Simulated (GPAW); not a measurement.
Runs of GPAW 26.7.0 on WS. It takes space group I4/mmm (No. 139, tetragonal). The conventional cell has a = 4.313 Å, b = 4.313 Å, c = 4.949 Å, α = 90.00°, β = 90.00°, γ = 90.00°. W (site symmetry 4/mmm) is surrounded by 2 S at 2.47 Å. Around S (site symmetry 4/mmm) lie 2 W at 2.47 Å. The cell was built by a generator and needn't be a form met in nature.

```csv
U,gap on the mesh (eV),pressure (GPa)
W d U = 4 eV,none,(a)
W d U = 3 eV,none,-19.1
W d U = 6 eV,none,-14.1
W d U = 2 eV,none,-20.7
W d U = 8 eV,none,(b)
```

Alike in all rows: task single point; level r2SCAN+U; potentials or basis GPAW PAW data sets (gpaw-data 1.2.1), pw; no spin polarisation; cell as given; k mesh 8 × 8 × 8; cutoff (eV) 600; smearing fermi-dirac 0.05 eV.

Task: Estimate the missing entries.

Result: (a) -17.0; (b) -11.7.

Caveats: the PAW data sets were made with another functional, which shifts forces and pressure a little; U without spin polarisation on a metal has little footing.

A k mesh can miss the band edges, and the runs leave out spin-orbit coupling on W.

A gap of «none» marks a metal or a gap under the smearing width.
